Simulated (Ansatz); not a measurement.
# C3H5AlO4: small, medium and large basis sets

An exercise on one series of results from a longer session: the logs are not shown, and one member is left open.

Computed with Ansatz 0.2.0, Gaussian basis. Level: one geometry, several basis sets.

Plan: PBE0-D4/def2-SVP; ωB97M-V/def2-SVP; PBE0-D4/def2-QZVPP; ωB97M-V/def2-QZVPP; the functionals' def2-TZVPP values are taken from earlier runs.

### The geometry

The geometry comes from an earlier relaxation with PBE0-D4 in a triple-zeta def2 set; it is a stationary point, not always the lowest conformer.

13 atoms, charge 0, spin multiplicity 1.

Atoms are counted from 1 here; the program's logs count them from 0.

Bond lengths: O1–Al2 1.699 Å, O1–H9 0.953 Å, Al2–O3 1.698 Å, Al2–O4 1.832 Å, Al2–O8 1.832 Å, O3–H10 0.954 Å, O4–C5 1.266 Å, C5–C6 1.389 Å, C5–H11 1.095 Å, C6–C7 1.389 Å, C6–H12 1.080 Å, C7–O8 1.266 Å, C7–H13 1.095 Å. Angles: Al2–O1–H9 125.3°, O1–Al2–O3 118.2°, O1–Al2–O4 112.4°, O1–Al2–O8 112.3°, O3–Al2–O4 108.3°, O3–Al2–O8 108.4°, O4–Al2–O8 94.7°, Al2–O3–H10 121.8°, Al2–O4–C5 126.2°, O4–C5–C6 125.6°, O4–C5–H11 115.7°, C6–C5–H11 118.7°, C5–C6–C7 121.2°, C5–C6–H12 119.4°, C7–C6–H12 119.4°, C6–C7–O8 125.6°, C6–C7–H13 118.7°, O8–C7–H13 115.7° and more.

Set-up of the first run:

The input, in.yaml:

```yaml
crystal:
  periodic: [false, false, false]
  atoms:
    - {symbol: O, position_ang: [0.907012, 1.086548, 2.274348]}
    - {symbol: Al, position_ang: [1.009437, 0.348236, 0.748060]}
    - {symbol: O, position_ang: [2.551125, 0.025946, 0.113369]}
    - {symbol: O, position_ang: [0.038791, 1.240674, -0.524171]}
    - {symbol: C, position_ang: [-0.874449, 0.747896, -1.248585]}
    - {symbol: C, position_ang: [-1.374114, -0.544858, -1.152707]}
    - {symbol: C, position_ang: [-0.898690, -1.431219, -0.194429]}
    - {symbol: O, position_ang: [0.011977, -1.185615, 0.649420]}
    - {symbol: H, position_ang: [0.096978, 1.306390, 2.725951]}
    - {symbol: H, position_ang: [3.347874, 0.244537, 0.590854]}
    - {symbol: H, position_ang: [-1.297304, 1.419480, -2.002451]}
    - {symbol: H, position_ang: [-2.158145, -0.861501, -1.825277]}
    - {symbol: H, position_ang: [-1.340192, -2.431316, -0.139481]}
basis:
  gaussian: {orbitals: def2-SVP}
hamiltonian: {xc: pbe0, dispersion: d4}
output: {orbitals: {seedname: orbitals}}
```

The run is started by

```
$ ansatz run in.yaml --threads 4 --pin off --events-out ev --progress --plain --max-ram 11315MiB
```

Among the steps run: PBE0-D4 in def2-SVP; ωB97M-V in def2-SVP; PBE0-D4 in def2-QZVPP; ωB97M-V in def2-QZVPP.

One table of the session follows, with a row left open; its other results are not shown here.

It belongs to the step «Functionals by basis». 

| functional | basis | HOMO (eV) | LUMO (eV) |
| --- | --- | --- | --- |
| PBE0-D4 | def2-SVP | -7.83 | -2.33 |
| PBE0-D4 | def2-TZVPP | -7.88 | -2.43 |
| PBE0-D4 | def2-QZVPP | -7.92 | -2.49 |
| ωB97M-V | def2-SVP | -9.94 | -0.13 |
| ωB97M-V | def2-TZVPP | ? | ? |
| ωB97M-V | def2-QZVPP | -10.05 | -0.36 |

Estimate the missing values for ωB97M-V, def2-TZVPP.

The run gave: HOMO (eV): -10.01; LUMO (eV): -0.29. In the column «HOMO (eV)» it lies between ωB97M-V, def2-QZVPP (-10.05) and ωB97M-V, def2-SVP (-9.94).
